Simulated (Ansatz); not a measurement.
# AlBrCl2H2: the cost of one run

Program: Ansatz 0.2.0. Level of theory: RKS PBE-D4/def2-SVP. These are calculated values, not measurements.

## 1. The system as given

Bond lengths: Al1–Cl3 2.230 Å, Al1–Cl4 2.230 Å, Al1–Br5 2.710 Å. Angles: Cl3–Al1–Cl4 120.0°, Cl3–Al1–Br5 97.0°, Cl4–Al1–Br5 101.2°.

Coordinates:

```xyz
6

Al    0.0000    0.0000    0.0000
H     0.0000    0.0000    1.9100
Cl    1.9312    0.0000   -1.1150
Cl   -1.9312    0.0000   -1.1150
Br    0.1133   -2.5693    0.8545
H     0.0424   -0.9624    2.0002
```

## 2. Pulling towards end A

Springs on the bonds that form and break draw the guess towards this end; the thresholds are loose.

Input file input.yaml:

```yaml
crystal:
  periodic: [false, false, false]
  atoms:
    - { symbol: Al, position_ang: [0.0, 0.0, 0.0] }
    - { symbol: H, position_ang: [0.0, 0.0, 1.91] }
    - { symbol: Cl, position_ang: [1.9312, 0.0, -1.115] }
    - { symbol: Cl, position_ang: [-1.9312, 0.0, -1.115] }
    - { symbol: Br, position_ang: [0.1133, -2.5693, 0.8545] }
    - { symbol: H, position_ang: [0.0424, -0.9624, 2.0002] }
basis:
  gaussian: { orbitals: def2-SVP }
hamiltonian:
  xc: pbe
  dispersion: d4
relax:
  f_tol: 0.15
  max_steps: 25
  restrain:
    - { distance: [0, 4], at: 3.61, k: 30.0 }
    - { distance: [5, 1], at: 1.86, k: 30.0 }
    - { distance: [0, 1], at: 1.56, k: 30.0 }
    - { distance: [5, 4], at: 1.55, k: 30.0 }
```

On the command line:

```sh
> ansatz run input.yaml --threads 2 --pin off --max-ram 3072MiB --backend cpu --events-out ev --progress --plain --runs-dir out
```

**Question.** How long does this run take on 2 threads of Arm Neoverse V2, shared host, and how much memory does it need?

About 9.9 s, with a peak of 0.14 GiB.
